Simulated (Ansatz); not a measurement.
**Trajectory cell Al27Ga5N32 of zincblende GaN alloyed with AlN, uniform strain +0.6 %**

Wanted: trajectory, final structure and frontier levels (PBEsol, PBE and HSE06).

All numbers are computed with Ansatz 0.2.0 (PAW, plane waves).

**1. The starting cell**

64 atoms (27 Al, 5 Ga, 32 N); a = 8.844 Å, b = 8.844 Å, c = 8.844 Å, α = 90.00°, β = 90.00°, γ = 90.00°. All atoms were shaken off their sites by about 0.02 Å along each axis.

Plan of the steps: (2) PBEsol dynamics at the single k point (¼, ¼, ¼), on 1 × NVIDIA GB300 Max-Q with 8 threads of Arm Neoverse-V2; (3) PBE single point at the single k point (¼, ¼, ¼), on 1 × NVIDIA GB300 Max-Q with 8 threads of Arm Neoverse-V2; (4) HSE06 single point at the single k point (¼, ¼, ¼), on 1 × NVIDIA GB300 Max-Q with 8 threads of Arm Neoverse-V2.

**2. Langevin dynamics**

Contents of in.yaml:

```yaml
accuracy: low
crystal:
  lattice:
    - [8.844313, 0.000000, 0.000000]
    - [0.000000, 8.844313, 0.000000]
    - [0.000000, 0.000000, 8.844313]
  atoms:
    - { symbol: Al, position: [0.002539, 0.004571, 0.001301] }
    - { symbol: Al, position: [0.000974, 0.000162, 0.500833] }
    - { symbol: Al, position: [0.994598, 0.503565, 0.002451] }
    - { symbol: Al, position: [0.498387, 0.999583, 0.999818] }
    - { symbol: Al, position: [0.497848, 0.004315, 0.501431] }
    - { symbol: Al, position: [0.498172, 0.497158, 0.997379] }
    - { symbol: Al, position: [0.500591, 0.500103, 0.503037] }
    - { symbol: Al, position: [0.251475, 0.249934, 0.497508] }
    - { symbol: Al, position: [0.249378, 0.751961, 0.997613] }
    - { symbol: Al, position: [0.249128, 0.749046, 0.498870] }
    - { symbol: Al, position: [0.747359, 0.250668, 0.999065] }
    - { symbol: Al, position: [0.745289, 0.249712, 0.500707] }
    - { symbol: Al, position: [0.749621, 0.749299, 0.996925] }
    - { symbol: Al, position: [0.752203, 0.750539, 0.500823] }
    - { symbol: Al, position: [0.252118, 0.001087, 0.246069] }
    - { symbol: Al, position: [0.249513, 0.995508, 0.752287] }
    - { symbol: Al, position: [0.247899, 0.496568, 0.246696] }
    - { symbol: Al, position: [0.748494, 0.000661, 0.254235] }
    - { symbol: Al, position: [0.751172, 0.501983, 0.250024] }
    - { symbol: Al, position: [0.754482, 0.500931, 0.751470] }
    - { symbol: Al, position: [0.003222, 0.249725, 0.253991] }
    - { symbol: Al, position: [0.995226, 0.249479, 0.748190] }
    - { symbol: Al, position: [0.001930, 0.755053, 0.249175] }
    - { symbol: Al, position: [0.000003, 0.751768, 0.751673] }
    - { symbol: Al, position: [0.501130, 0.248719, 0.248123] }
    - { symbol: Al, position: [0.497208, 0.252427, 0.747267] }
    - { symbol: Al, position: [0.500331, 0.749704, 0.250268] }
    - { symbol: Ga, position: [0.002153, 0.498467, 0.500238] }
    - { symbol: Ga, position: [0.255753, 0.251937, 0.000581] }
    - { symbol: Ga, position: [0.248644, 0.499253, 0.746803] }
    - { symbol: Ga, position: [0.753703, 0.001833, 0.750011] }
    - { symbol: Ga, position: [0.501441, 0.751653, 0.752513] }
    - { symbol: N, position: [0.125584, 0.124718, 0.121705] }
    - { symbol: N, position: [0.126126, 0.123612, 0.623972] }
    - { symbol: N, position: [0.127088, 0.622040, 0.123678] }
    - { symbol: N, position: [0.126811, 0.623539, 0.625055] }
    - { symbol: N, position: [0.627790, 0.127300, 0.121673] }
    - { symbol: N, position: [0.625199, 0.125540, 0.624517] }
    - { symbol: N, position: [0.626883, 0.623812, 0.124288] }
    - { symbol: N, position: [0.622449, 0.623219, 0.621518] }
    - { symbol: N, position: [0.373023, 0.377720, 0.123425] }
    - { symbol: N, position: [0.376870, 0.373815, 0.623108] }
    - { symbol: N, position: [0.375011, 0.874801, 0.125782] }
    - { symbol: N, position: [0.372018, 0.870276, 0.626273] }
    - { symbol: N, position: [0.876062, 0.375374, 0.123352] }
    - { symbol: N, position: [0.874643, 0.376071, 0.624115] }
    - { symbol: N, position: [0.868708, 0.872927, 0.123852] }
    - { symbol: N, position: [0.878154, 0.874405, 0.625830] }
    - { symbol: N, position: [0.375189, 0.127507, 0.375171] }
    - { symbol: N, position: [0.376212, 0.120233, 0.874258] }
    - { symbol: N, position: [0.374176, 0.623202, 0.377782] }
    - { symbol: N, position: [0.375192, 0.623021, 0.877970] }
    - { symbol: N, position: [0.877062, 0.123471, 0.374472] }
    - { symbol: N, position: [0.874292, 0.126370, 0.874389] }
    - { symbol: N, position: [0.873883, 0.621869, 0.375613] }
    - { symbol: N, position: [0.869318, 0.625822, 0.874470] }
    - { symbol: N, position: [0.127229, 0.378016, 0.373745] }
    - { symbol: N, position: [0.125206, 0.375573, 0.878253] }
    - { symbol: N, position: [0.126570, 0.873548, 0.375188] }
    - { symbol: N, position: [0.129798, 0.875635, 0.879919] }
    - { symbol: N, position: [0.627403, 0.378008, 0.373078] }
    - { symbol: N, position: [0.619720, 0.373830, 0.875624] }
    - { symbol: N, position: [0.625155, 0.874696, 0.370091] }
    - { symbol: N, position: [0.624514, 0.875270, 0.874184] }
  symmetry: { detect: false }
kpoints:
  mp_grid: { grid: [1, 1, 1], shift: [0.25, 0.25, 0.25] }
hamiltonian:
  xc: pbesol
scf:
  occupations: { method: fermi_dirac, width: 0.1 }
md:
  ensemble: nvt_langevin
  timestep: 2.5
  n_steps: 240
  temperature: 1200
  temperature_schedule: [{ n_steps: 120, end_temperature: 1200 }, { n_steps: 120, end_temperature: 1200 }]
  friction: 0.02
  initial_velocities: maxwell_boltzmann
  seed: 1
```

On the command line:

```bash
$ ansatz run in.yaml --threads 8 --pin off --max-ram 118750MiB --runs-dir r --events-out ev --progress --plain --backend cuda --devices 0,
```

After this run come: PBE on the final geometry; HSE06 single point.

Before running it: what results should come out? Wanted: for each run, top filled to lowest empty.

The runs gave:

| level | time | top filled to lowest empty (eV) |
| --- | --- | --- |
| PBE | 2.7 s (GPU) | 3.28 |
| HSE06 | 15 s (GPU) | 4.47 |

```
                           quantity                                value
                             length                  240 steps of 2.5 fs
mean temperature of the first stage                               1209 K
     temperature at the last sample  1121 K (thermostat's target 1200 K)
                       median shift           Al 0.35, Ga 0.33, N 0.37 Å
```

**What this shows.** N shifted most, by a median 0.37 Å in 0.60 ps (first neighbours: 2.0 Å), so its atoms mostly kept their sites. At the same k points, PBE gives a spacing 1.19 eV smaller than the 4.47 eV of HSE06. The price of HSE06 is about 5.5 times the time of PBE here. With one k point the spacing samples only the states that fold onto it, so it can exceed the gap over the zone.
